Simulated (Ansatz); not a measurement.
**CH5InO: small, medium and large basis sets**

How large a basis does CH5InO need? Two functionals are run in growing sets.

The runs use Ansatz 0.2.0, Gaussian basis; one geometry, several basis sets.

The runs, in order: PBE0-D4/def2-SVP; ωB97M-V/def2-SVP; PBE0-D4/def2-QZVPP; ωB97M-V/def2-QZVPP; the functionals' def2-TZVPP values are taken from earlier runs.

1 further run of the same task is left out (for a known fault of the program).

**1. The relaxed structure**

An earlier PBE0-D4 in a triple-zeta def2 set relaxation fixed the geometry. In takes the def2 core potential; no spin-orbit term is included.

SMILES `C[O][InH2]`, 8 atoms, charge 0, spin multiplicity 1.

Atoms are counted from 1 here; the program's logs count them from 0.

Bond lengths: C1–O2 1.398 Å, C1–H4 1.098 Å, C1–H5 1.101 Å, C1–H6 1.098 Å, O2–In3 1.987 Å, In3–H7 1.713 Å, In3–H8 1.703 Å. Angles: O2–C1–H4 110.4°, O2–C1–H5 113.8°, O2–C1–H6 110.4°, H4–C1–H5 107.3°, H4–C1–H6 107.4°, H5–C1–H6 107.3°, C1–O2–In3 123.8°, O2–In3–H7 112.1°, O2–In3–H8 111.6°, H7–In3–H8 136.3°.

**2. PBE0-D4 in def2-SVP**

The input, in.yaml:

```yaml
crystal:
  periodic: [false, false, false]
  atoms:
    - {symbol: C, position_ang: [-0.599876, 1.070029, -0.393565]}
    - {symbol: O, position_ang: [-0.772833, -0.170293, 0.227097]}
    - {symbol: In, position_ang: [0.705187, -1.456603, 0.556939]}
    - {symbol: H, position_ang: [-1.220779, 1.135606, -1.296630]}
    - {symbol: H, position_ang: [0.439320, 1.274031, -0.695120]}
    - {symbol: H, position_ang: [-0.910056, 1.881009, 0.278382]}
    - {symbol: H, position_ang: [2.211226, -0.867397, -0.008997]}
    - {symbol: H, position_ang: [0.147801, -2.866382, 1.331893]}
basis:
  gaussian: {orbitals: def2-SVP}
hamiltonian: {xc: pbe0, dispersion: d4}
output: {orbitals: {seedname: orbitals}}
```

Command:

```sh
> ansatz run in.yaml --threads 4 --pin off --events-out ev --progress --plain --max-ram 10444MiB
```

Further steps of the session: ωB97M-V in def2-SVP; PBE0-D4 in def2-QZVPP; ωB97M-V in def2-QZVPP.

Q: Predict the results of all the runs planned. Wanted: PBE0-D4: double and triple zeta above quadruple; ωB97M-V: double and triple zeta above quadruple.

As calculated:

| quantity | value |
| --- | --- |
| PBE0-D4: double and triple zeta above quadruple | 4.28, 0.25 eV |
| ωB97M-V: double and triple zeta above quadruple | 4.46, 0.24 eV |

**Reading.** For PBE0-D4 the step from double to triple zeta gains 4.04 eV and the next only 0.25 eV. These are total energies; as a rule much of such shifts cancels in differences, which this series doesn't test.
